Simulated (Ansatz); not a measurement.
# C2H7OY: the cost of one run

Method: the settings change from run to run; program: Ansatz 0.2.0, Gaussian basis.

1 further run of the same task is left out (for a known fault of the program).

### Step 1. The relaxed structure

The structure was relaxed beforehand with PBE0-D4 in a triple-zeta def2 set. Y takes a core potential in def2 sets; no spin-orbit term is included.

11 atoms, charge 0, spin multiplicity 1.

Atoms are counted from 1 here; the program's logs count them from 0.

Bond lengths: C1–Y2 2.359 Å, C1–H5 1.097 Å, C1–H6 1.100 Å, C1–H7 1.100 Å, Y2–C3 2.359 Å, Y2–O4 2.004 Å, C3–H8 1.099 Å, C3–H9 1.099 Å, C3–H10 1.098 Å, O4–H11 0.953 Å. Angles: Y2–C1–H5 115.7°, Y2–C1–H6 109.3°, Y2–C1–H7 112.7°, H5–C1–H6 106.1°, H5–C1–H7 106.8°, H6–C1–H7 105.5°, C1–Y2–C3 110.4°, C1–Y2–O4 115.4°, C3–Y2–O4 115.1°, Y2–C3–H8 110.6°, Y2–C3–H9 111.9°, Y2–C3–H10 115.3°, H8–C3–H9 106.0°, H8–C3–H10 105.7°, H9–C3–H10 106.8°, Y2–O4–H11 170.7°.

### Step 2. B2GP-PLYP/def2-mTZVPP

Set apart from the defaults: charge +1, multiplicity 2, coordinates scaled by 0.96, the search for lower states set to light.

Contents of in.yaml:

```yaml
crystal:
  periodic: [false, false, false]
  atoms:
    - {symbol: C, position_ang: [-0.649318, 1.660605, -0.817576]}
    - {symbol: Y, position_ang: [0.123232, -0.462852, -0.666370]}
    - {symbol: C, position_ang: [1.330130, -0.732359, 1.231075]}
    - {symbol: O, position_ang: [-1.176434, -1.839015, -1.007667]}
    - {symbol: H, position_ang: [-1.332135, 1.843587, -1.598099]}
    - {symbol: H, position_ang: [-1.150803, 1.913399, 0.076611]}
    - {symbol: H, position_ang: [0.125743, 2.370799, -0.917311]}
    - {symbol: H, position_ang: [0.692269, -0.885176, 2.057383]}
    - {symbol: H, position_ang: [1.901125, 0.125507, 1.458866]}
    - {symbol: H, position_ang: [1.996463, -1.549622, 1.229907]}
    - {symbol: H, position_ang: [-1.860273, -2.444873, -1.046829]}
basis:
  gaussian: {orbitals: def2-mTZVPP}
total_charge: 1
magnetization: {spin_polarized: true, initial_magnetization: 1}
hamiltonian: {xc: {name: B2GP-PLYP}}
scf: {lower_state_search: light}
output: {forces: true}
```

The run is started by

```sh
ansatz run in.yaml --threads 4 --pin off --events-out ev --progress --plain --max-ram 10444MiB
```

What time and memory should one allow on 4 threads of Arm Neoverse V1, shared host?

About 17 s, with a peak of 0.85 GiB.
